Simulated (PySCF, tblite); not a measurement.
# C5H10FGeN: geometry, infrared bands and NMR shifts

What infrared bands and NMR shifts should C5H10FGeN (`[H]/N=C1\CCC[C@@H]1[GeH2][F]`) show?

Computed with tblite 0.8.0 and PySCF 2.14.0, with density-fitted response routines of our own, on a single molecule in the gas phase. Atoms are numbered from 0 throughout.

## (1) The starting structure

18 atoms, charge 0, multiplicity 1; geometry from: force field or distance geometry start.

Bonds of the start (Å): N0–C1 1.28, C1–C2 1.49, C2–C3 1.52, C3–C4 1.52, C4–C5 1.53, C5–Ge6 1.96, Ge6–F7 1.76, C5–C1 1.48, N0–H8 1.03, C2–H9 1.12, C2–H10 1.11, C3–H11 1.12, C3–H12 1.11, C4–H13 1.12, C4–H14 1.11, C5–H15 1.10, Ge6–H16 1.55, Ge6–H17 1.54.

## (2) Relaxing the molecule with GFN2-xTB

Job settings and geometry (Å):

```
{"job": {"kind": "relax", "xc": "GFN2-xTB", "basis": "xTB"}, "charge": 0, "multiplicity": 1}
N     -0.902700     2.014300     0.813700
C     -0.692100     0.863200     0.296400
C     -1.512100    -0.340300     0.599100
C     -0.807600    -1.460300    -0.145700
C      0.113600    -0.812100    -1.162700
C      0.404300     0.600700    -0.663600
Ge     2.138900     0.695100     0.245800
F      2.169600    -0.449700     1.583800
H     -1.684500     2.165200     1.474100
H     -2.549200    -0.188500     0.194300
H     -1.566700    -0.537000     1.686800
H     -0.195600    -2.051200     0.587500
H     -1.538000    -2.152400    -0.614800
H     -0.420300    -0.741700    -2.143400
H      1.033600    -1.402200    -1.326200
H      0.379300     1.336000    -1.483300
H      3.267100     0.347500    -0.751700
H      2.353600     2.119600     0.798400
```

On the command line:

```bash
> OMP_NUM_THREADS=1 python probes_run.py task.json out
```

The driver reads the jobs from task.json and runs them one after another.

**Question.** This job is followed by: GFN2-xTB harmonic vibrations, gas phase; GIAO PBE0/pcSseg-1 NMR shielding, non-relativistic, gas phase. What will the session give for the following? strongest single infrared mode (GFN2-xTB); zero-point energy (GFN2-xTB); 13C shifts against TMS (PBE0/pcSseg-1); 1H shifts against TMS (PBE0/pcSseg-1); 15N shifts against NH3 (PBE0/pcSseg-1); 73Ge shifts against GeMe4 (PBE0/pcSseg-1); 19F shifts against CFCl3 (PBE0/pcSseg-1); surface potential, 1st and 99th percentile.

As calculated:

| quantity | value |
| --- | --- |
| strongest single infrared mode (GFN2-xTB) | 2012 cm⁻¹, 388 km/mol |
| zero-point energy (GFN2-xTB) | 86.0 kcal/mol |
| 13C shifts against TMS (PBE0/pcSseg-1) | 194.6, 44.3, 40.2, 29.9, 28.2 ppm |
| 1H shifts against TMS (PBE0/pcSseg-1) | 10.42, 5.84, 5.71, 2.62, 2.35, 2.31, 2.23, 2.22, 2.20, 1.87 ppm |
| 15N shifts against NH3 (PBE0/pcSseg-1) | 334.8 ppm |
| 73Ge shifts against GeMe4 (PBE0/pcSseg-1) | 68 ppm |
| 19F shifts against CFCl3 (PBE0/pcSseg-1) | -266.1 ppm |
| surface potential, 1st and 99th percentile | -1.62 V and 1.37 V |

What this shows: Over 86 steps the energy fell by 0.389 eV; of the close pairs, Ge6–H17 changed most, 1.543 to 1.497 Å. No mode is imaginary among the 48: a minimum at this level. The strongest single mode, at 2012 cm⁻¹, moves mainly H17. GFN2-xTB is a fitted tight-binding method: band positions and strengths are rough. Its intensities can rank the bands wrongly. At PBE0/pcSseg-1: Shielding is most anisotropic at N0 (span 597 ppm, paramagnetic term -388 ppm). At PBE0/pcSseg-1, counted by nearest atom on the grid, the HOMO lies on N0 55 %; H8 9 %, the LUMO on C1 30 %; N0 24 %. Spin-orbit coupling is left out, which matters for shieldings and couplings at and beside the heavy atoms.
